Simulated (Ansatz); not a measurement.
Ta3AsAu2O13:

```xyz
19
Lattice="5.4020 -0.0008 -0.0016 -2.0172 5.6076 -0.0028 -0.7182 -1.8635 8.4420" Properties=species:S:1:pos:R:3 pbc="T T T"
Ta    0.4020    2.1868    5.0486
Ta    1.8263    1.1445    1.5762
Ta    2.0566    4.8124    0.2295
As    2.8362    4.2897    5.5142
Au   -0.6519    2.7067    1.4534
Au    2.3574    0.2946    6.7957
O     0.1609   -0.0633    1.1950
O     4.6630   -1.5055    7.1850
O    -0.3851    0.3708    5.1915
O    -1.1913    3.4655    4.9245
O     1.2008    2.8656    0.5699
O     2.9846    1.6076    8.2767
O     2.2370   -0.9550    8.3245
O     0.8597    5.1439    1.7678
O     0.4927    1.8974    2.9534
O     3.0780    2.3003    2.4167
O     1.4123    3.9146    4.6484
O     0.5123    2.4998    6.8978
O     2.1736    1.3881    5.1852
```

The cell was built by a generator and needn't be a form met in nature.

- Program: Ansatz 0.2.0
- Task: relaxation of cell and atoms
- Functional: revPBE
- Potentials or basis: Ansatz PAW
- Cutoff: 420 eV (not typed: the program's choice for these potentials)
- k mesh: 4 × 4 × 3
- Occupations: fermi-dirac, width 0.05 eV
- Spin: no spin polarisation

At the start: volume 13.46 Å³/atom.

Q: How do energy, volume and symmetry change on relaxing?

A: It ends after 12 steps and the volume is 13.82 Å³/atom (+2.7 %); space group P1 (No. 1, to 0.05 Å).

The path:
| step | energy change (eV) | largest force (eV/Å) | volume (Å³) |
| --- | --- | --- | --- |
| 1 | 0.0000 | 0.1358 | 255.67 |
| 2 | -0.0158 | 0.2092 | 261.95 |
| 3 | -0.0233 | 0.1348 | 261.25 |
| 4 | -0.0249 | 0.1085 | 261.24 |
| 5 | -0.0252 | 0.0407 | 261.82 |
| 6 | -0.0253 | 0.0119 | 261.90 |
| 7 | -0.0248 | 0.0149 | 262.06 |
| 8 | -0.0249 | 0.0110 | 262.04 |
| 9 | -0.0512 | 0.0108 | 262.04 |
| 10 | -0.0491 | 0.0223 | 262.72 |
| 11 | -0.0494 | 0.0084 | 262.66 |
| 12 | -0.0516 | 0.0084 | 262.66 |

Final structure:
```yaml
crystal:
  lattice:
    - [5.43875, 0.00028, -0.00816]
    - [-2.02982, 5.64675, -0.00682]
    - [-0.73366, -1.88641, 8.55673]
  atoms:
    - { symbol: Ta, position: [0.37814, 0.58825, 0.60025] }
    - { symbol: Ta, position: [0.46153, 0.27000, 0.18671] }
    - { symbol: Ta, position: [0.70494, 0.86977, 0.02761] }
    - { symbol: As, position: [0.98267, 0.98247, 0.65250] }
    - { symbol: Au, position: [0.10372, 0.54052, 0.17397] }
    - { symbol: Au, position: [0.66658, 0.32339, 0.80936] }
    - { symbol: O, position: [0.05568, 0.03732, 0.13810] }
    - { symbol: O, position: [0.98288, 0.01777, 0.84779] }
    - { symbol: O, position: [0.11168, 0.26858, 0.61137] }
    - { symbol: O, position: [0.16421, 0.81162, 0.58491] }
    - { symbol: O, position: [0.42964, 0.53613, 0.06965] }
    - { symbol: O, position: [0.91043, 0.61541, 0.98385] }
    - { symbol: O, position: [0.60422, 0.15959, 0.98739] }
    - { symbol: O, position: [0.54957, 0.98791, 0.20656] }
    - { symbol: O, position: [0.30775, 0.45158, 0.34964] }
    - { symbol: O, position: [0.79517, 0.50196, 0.28534] }
    - { symbol: O, position: [0.66785, 0.87286, 0.54988] }
    - { symbol: O, position: [0.47191, 0.71711, 0.81686] }
    - { symbol: O, position: [0.65144, 0.44776, 0.61829] }
```

Caveat: the plane-wave basis is chosen anew once the cell has moved, so the energies of steps on either side of that aren't comparable; the pressure holds a Pulay correction of +0.6 GPa for the finite cutoff; the PAW data sets come from PBE, with cores solved anew for the run's functional, which leaves a small shift of forces and pressure.
